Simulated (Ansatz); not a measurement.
# doublet [SnCl2]+ at 3 levels

Aim: a comparison of 3 runs (UBHLYP/def2-SVP, RPA@PBE/def2-SVP, UBCCD(T)/def2-SVP) of doublet [SnCl2]+. 

The calculation is run with Ansatz 0.2.0.

32 further runs of the same task are left out: 32 set aside as unsound or not needed.

## (1) The structure to begin with

[SnCl2]+ has 3 atoms, charge +1, and is taken as a doublet. As SMILES of the parent species, `[Cl][Sn][Cl]`. The coordinates come from a PBE0-D4/def2-TZVP relaxation. That shape belongs to the parent species and isn't relaxed for this state.

Bond lengths: Cl1–Sn2 2.363 Å, Sn2–Cl3 2.363 Å. Angles: Cl1–Sn2–Cl3 98.4°.

## (2) The energy at UBHLYP/def2-SVP (core potential) (run 1)

in.yaml

```yaml
crystal:
  periodic: [false, false, false]
  atoms:
    - {symbol: Cl, position_ang: [1.154200, 1.220700, 0.756000]}
    - {symbol: Sn, position_ang: [-0.796900, 0.518900, -0.376600]}
    - {symbol: Cl, position_ang: [-0.368200, -1.804500, -0.392600]}
basis:
  gaussian:
    orbitals: def2-SVP
accuracy: high
output: {orbitals: {seedname: orbitals}}
total_charge: 1
magnetization:
  spin_polarized: true
  initial_magnetization: 1
hamiltonian:
  xc: {name: BHLYP}
```

On the command line:

```console
$ ansatz run in.yaml --threads 1 --pin off --max-ram 3480MiB --events-out events.jsonl --progress --plain --runs-dir runs
```

What it wrote:

```text
Warning: RAYON_NUM_THREADS=1 ignored (pool sized by the plan → 1); use --threads N
Functional definition: BHLYP
  name "BHLYP"
  parameter a = 0.5
  exchange = (1 - a)*b88_x + a*exact_x
  correlation = lyp_c
1268 factors; integrals over basis functions are off by at most 6.3e-9 eV
mean field evaluation 1: about -30854.8854 eV, gradient 2.6e1 eV
mean field evaluation 2: about -30849.4246 eV, gradient 4.0e1 eV
mean field evaluation 4: about -30859.7128 eV, gradient 1.1e0 eV
mean field evaluation 8: about -30859.8320 eV, gradient 6.2e-2 eV
mean field evaluation 16: about -30859.8323 eV, gradient 1.5e-3 eV
mean field evaluation 32: about -30859.8323 eV, gradient 8.8e-8 eV
mean field -30859.83234705 eV, -1134.0779212085 hartree, gradient 8.8e-8 eV, S^2 0.769285; 3 other end points of the search recorded, 0 dependent functions left out
reference -30859.83236785 eV, -1134.0779219727 hartree; 28, 27 occupied and 34, 35 virtual orbitals, 1268 factors
Total energy: -30859.83236785 eV, -1134.0779219727 hartree
```

Run time: 12 s. Hardware: 1 thread of Arm Neoverse V1, shared host; peak memory 0.27 GiB.

## (3) A single-point energy at RPA@PBE/def2-SVP (core potential) (run 2)

job.yaml

```yaml
crystal:
  periodic: [false, false, false]
  atoms:
    - {symbol: Cl, position_ang: [1.154200, 1.220700, 0.756000]}
    - {symbol: Sn, position_ang: [-0.796900, 0.518900, -0.376600]}
    - {symbol: Cl, position_ang: [-0.368200, -1.804500, -0.392600]}
basis:
  gaussian:
    orbitals: def2-SVP
total_charge: 1
magnetization:
  spin_polarized: true
  initial_magnetization: 1
hamiltonian:
  xc: {name: PBE}
correlation:
  method: rpa
  frozen_orbitals: {Cl: 5, Sn: 4}
accuracy: high
```

On the command line:

```console
$ ansatz run job.yaml --threads 1 --pin off --max-ram 3480MiB --events-out events.jsonl --progress --plain --runs-dir runs
```

What it wrote, cut to the lines that bear on the results:

```text
Warning: RAYON_NUM_THREADS=1 ignored (pool sized by the plan → 1); use --threads N
Functional definition: PBE
  name "PBE"
[...]
1268 factors; integrals over basis functions are off by at most 6.3e-9 eV
[...]
mean field -30851.73857315 eV, -1133.7804805037 hartree, gradient 3.6e-8 eV, S^2 0.752544; 12 other end points of the search recorded, 0 dependent functions left out
14 core orbitals not correlated: weight in the atoms' cores, before any rotation towards them, 1.000 or more for the frozen orbitals, at most 0.000 for the correlated occupied ones
reference -30797.21717158 eV, -1131.7768559521 hartree; 14, 13 occupied and 34, 35 virtual orbitals, 1268 factors
Total energy: -30812.99711875 eV, -1132.3567583144 hartree
```

It took 28 s on 1 thread of Arm Neoverse V1, shared host; peak memory 0.23 GiB.

## (4) A single-point energy at UBCCD(T)/def2-SVP (core potential) (run 3)

in.yaml: that of step 2 with these lines changed.

```diff
@@ -10,4 +10,4 @@
 accuracy: high
-output: {orbitals: {seedname: orbitals}}
-total_charge: 1
+scf:
+  omitted_lower_state_checks: [cluster_reference, increment]
 magnetization:
@@ -15,3 +15,5 @@
   initial_magnetization: 1
-hamiltonian:
-  xc: {name: BHLYP}
+total_charge: 1
+correlation:
+  method: bccd_t
+  frozen_orbitals: {Cl: 5, Sn: 4}
```

On the command line:

```console
$ ansatz run in.yaml --threads 1 --pin off --max-ram 3480MiB --events-out events.jsonl --progress --plain --runs-dir runs
```

What it wrote, cut to the lines that bear on the results:

```text
Warning: RAYON_NUM_THREADS=1 ignored (pool sized by the plan → 1); use --threads N
Functional definition: HF
  name "HF"
[...]
1268 factors; integrals over basis functions are off by at most 6.3e-9 eV
[...]
mean field -30798.47896557 eV, -1131.8232260260 hartree, gradient 3.3e-8 eV, S^2 0.796305; 4 other end points of the search recorded, 0 dependent functions left out
14 core orbitals not correlated: weight in the atoms' cores, before any rotation towards them, 1.000 or more for the frozen orbitals, at most 0.000 for the correlated occupied ones
reference -30798.47896557 eV, -1131.8232260260 hartree; 14, 13 occupied and 34, 35 virtual orbitals, 1268 factors
second order -9.06041321 eV of doubles, -0.00000000 eV of singles
cycle   1  -9.63718553 eV  change   -5.8e-1 eV  update   9.3e-2
[...]
cycle  29  -9.93071353 eV  change   7.7e-10 eV  update   1.7e-9
perturbative correction -0.36332512 eV, -0.0133519518 hartree
Total energy: -30808.77300423 eV, -1132.2015249689 hartree
Checks for a lower state left out: cluster_reference, increment
```

Run time: 15 s. Hardware: 1 thread of Arm Neoverse V1, shared host; peak memory 0.37 GiB.

## (5) The series

```
run                               level  frozen core orbitals   energy (Eh)   ⟨S²⟩  wall time
  1    UBHLYP/def2-SVP (core potential)                     –  -1134.077922  0.769       12 s
  2   RPA@PBE/def2-SVP (core potential)                    14  -1132.356758  0.753       28 s
  3  UBCCD(T)/def2-SVP (core potential)                    14  -1132.201525  0.796       15 s
```

## (6) Results

| quantity | value |
| --- | --- |
| run 3: total energy | -1132.20152 Eh |
| run 3: correlation energy (14 core orbitals frozen) | -378.3 mEh |
| run 3: (T) correction | -13.35 mEh |
| run 3: ⟨S²⟩ of the reference determinant | 0.796 |

All runs together took 55 s, the longest 28 s.
